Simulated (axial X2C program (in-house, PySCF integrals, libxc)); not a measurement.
**MoN: properties at the nuclei**

Aim: properties at the nuclei of MoN, with spin–orbit coupling in the Hamiltonian from the start.

The runs use an in-house X2C program for linear molecules on PySCF integrals; two-component X2C with atomic mean-field terms, Mo dyall-cv3z, N dyall-av3z.

All values are calculated.

## (1) The job

The input, task.json:

```json
{"zs": [42, 7], "q": 0, "bas": ["dyall-cv3z", "dyall-av3z"], "r0": 1.81, "levels": ["PBE0", "HF", "LDA", "PBE50", "r2SCAN"], "nst": 3}
```

Keys: zs atomic numbers; q charge; bas basis sets; r0 starting distance in Å; levels methods (HF also brings MP2); nst determinants followed.

Launch:

```console
> python soeom.py task.json out
```

Nuclei are Gaussian, cores are contracted, and the Gaunt term is on.

## (2) Expectation values, lowest determinant

R = 1.612 Å. State: Ω = 3/2 (excess of +ω over −ω: ω = 1/2, ω = -3/2, ω = 5/2).

Output of the PBE0 run:

```text
two-component X2C + atomic mean field  PBE0
basis functions 211  fitting functions 972  grid points 5074
iter        total energy     max residual
   1      -4101.246716065     1.46e-05
   2      -4101.246716065     3.20e-05
   3      -4101.246716077     9.22e-06
   4      -4101.246716080     3.44e-06
   5      -4101.246716081     1.14e-06
converged
one-electron -5845.80403274  Coulomb 1781.18462774  exact exchange -32.25383154  xc functional -98.98459280  nuclear repulsion 96.51246899  atomic mean-field constant -1.90135572
```

The highest occupied spinor is 55% Mo s, 20% N p, 11% Mo p.

| level | Eeff magnitude (GV/cm) | Ws magnitude Mo (kHz) | A∥/gI Mo (MHz) | qzz Mo (a.u.) | A∥/gI N (MHz) | qzz N (a.u.) | μ (D) |
| --- | --- | --- | --- | --- | --- | --- | --- |
| PBE0 | 3.25 | 1.04 | 1280 | -0.09 | 12.1 | -0.53 | -3.16 |
| HF | 6.44 | 2.04 | 634 | -0.09 | -33.9 | -0.63 | -2.44 |
| LDA | 2.84 | 0.906 | 1460 | -0.56 | 16.2 | -0.52 | -2.95 |
| PBE50 | 3.81 | 1.21 | 1200 | 0.17 | 8.09 | -0.55 | -3.30 |
| r2SCAN | 3.54 | 1.14 | 1290 | -0.26 | 8.37 | -0.52 | -3.06 |

Eeff is the effective electric field on the electron dipole moment in this Ω state and Ws the scalar–pseudoscalar constant (defined with the proton number Z and per Ω); A∥ is the parallel hyperfine constant, which follows by multiplying with the nuclear g factor gI = μI/(I μN); qzz is the electric field gradient, eQq0 = 234.96 MHz × Q/barn × qzz; μ is positive if N is the positive end. The operators were transformed with the bare-nucleus X2C matrices.

## (3) Expectation values, a higher determinant

R = 1.612 Å. State: Ω = 1/2 (excess of +ω over −ω: ω = -1/2, ω = -3/2, ω = 5/2), 0.85 eV above the lowest in the PBE0 search for states (made at or near this distance, with looser thresholds).

Output of the PBE0 run:

```text
two-component X2C + atomic mean field  PBE0
basis functions 211  fitting functions 972  grid points 5074
iter        total energy     max residual
   1      -4101.215377114     2.37e-05
   2      -4101.215377133     3.47e-05
   3      -4101.215377148     1.29e-05
   4      -4101.215377156     6.45e-06
   5      -4101.215377160     1.38e-06
   6      -4101.215377160     5.52e-07
converged
one-electron -5845.39445261  Coulomb 1780.76161346  exact exchange -32.24122072  xc functional -98.95243056  nuclear repulsion 96.51246899  atomic mean-field constant -1.90135572
```

The highest occupied spinor is 59% Mo s, 13% Mo p, 13% N p.

| level | Eeff magnitude (GV/cm) | Ws magnitude Mo (kHz) | A∥/gI Mo (MHz) | qzz Mo (a.u.) | A∥/gI N (MHz) | qzz N (a.u.) | μ (D) |
| --- | --- | --- | --- | --- | --- | --- | --- |
| PBE0 | 2.02 | 1.97 | -5850 | -0.21 | -53.7 | -0.44 | -2.45 |
| HF | 0.403 | 0.487 | -6020 | -0.17 | -193 | -0.43 | -1.40 |
| LDA | 2.09 | 2.01 | -5950 | -0.63 | -57 | -0.46 | -2.56 |
| PBE50 | 1.9 | 1.86 | -5940 | 0.09 | -57.8 | -0.43 | -2.50 |
| r2SCAN | 2.01 | 1.91 | -5850 | -0.42 | -76.7 | -0.40 | -2.17 |

## (4) Expectation values, a higher determinant

R = 1.612 Å. State: Ω = 1/2 (excess of +ω over −ω: ω = 1/2), 1.22 eV above the lowest in the PBE0 search for states (made at or near this distance, with looser thresholds).

Output of the PBE0 run:

```text
two-component X2C + atomic mean field  PBE0
basis functions 211  fitting functions 972  grid points 5074
iter        total energy     max residual
   1      -4101.202026002     2.97e-06
   2      -4101.202026002     6.52e-06
converged
one-electron -5845.48325468  Coulomb 1780.83496655  exact exchange -32.23386164  xc functional -98.93098950  nuclear repulsion 96.51246899  atomic mean-field constant -1.90135572
```

The highest occupied spinor is 57% Mo s, 17% N p, 11% Mo p.

| level | Eeff magnitude (GV/cm) | Ws magnitude Mo (kHz) | A∥/gI Mo (MHz) | qzz Mo (a.u.) | A∥/gI N (MHz) | qzz N (a.u.) | μ (D) |
| --- | --- | --- | --- | --- | --- | --- | --- |
| PBE0 | 2.53 | 2.45 | 5030 | -0.17 | 42.3 | -0.49 | -2.93 |
| HF | 4.96 | 4.74 | 3550 | 0.34 | -5.29 | -0.53 | -2.52 |
| LDA | 2.38 | 2.29 | 5320 | -0.65 | 51.6 | -0.50 | -2.79 |
| PBE50 | 2.82 | 2.72 | 4920 | 0.20 | 37.3 | -0.49 | -3.10 |
| r2SCAN | 2.65 | 2.56 | 5130 | -0.46 | 46.2 | -0.47 | -2.74 |

## (5) What came out

```
                                        quantity                                                        value
                              lowest determinant   Ω = 3/2 (excess of +ω over −ω: ω = 1/2, ω = -3/2, ω = 5/2)
                    Eeff magnitude (GV/cm), PBE0                                                         3.25
                     Ws magnitude Mo (kHz), PBE0                                                         1.04
                            A∥/gI Mo (MHz), PBE0                                                         1280
                             qzz Mo (a.u.), PBE0                                                        -0.09
                              higher determinant  Ω = 1/2 (excess of +ω over −ω: ω = -1/2, ω = -3/2, ω = 5/2)
Eeff magnitude (GV/cm), PBE0, higher determinant                                                         2.02
 Ws magnitude Mo (kHz), PBE0, higher determinant                                                         1.97
        A∥/gI Mo (MHz), PBE0, higher determinant                                                        -5850
         qzz Mo (a.u.), PBE0, higher determinant                                                        -0.21
                              higher determinant                      Ω = 1/2 (excess of +ω over −ω: ω = 1/2)
Eeff magnitude (GV/cm), PBE0, higher determinant                                                         2.53
 Ws magnitude Mo (kHz), PBE0, higher determinant                                                         2.45
        A∥/gI Mo (MHz), PBE0, higher determinant                                                         5030
         qzz Mo (a.u.), PBE0, higher determinant                                                        -0.17
```

What this shows: In the first state, the effective field runs from 2.84 to 6.44 GV/cm over the mean-field levels, so the levels don't agree on it. The expectation values come from single determinants, which for open shells can mix terms of unlike spin or miss the lowest Ω, so a determinant need not be a state. Eeff is the effective electric field on the electron dipole moment in this Ω state and Ws the scalar–pseudoscalar constant (defined with the proton number Z and per Ω); A∥ is the parallel hyperfine constant, which follows by multiplying with the nuclear g factor gI = μI/(I μN); qzz is the electric field gradient, eQq0 = 234.96 MHz × Q/barn × qzz; μ is positive if N is the positive end. The operators were transformed with the bare-nucleus X2C matrices.
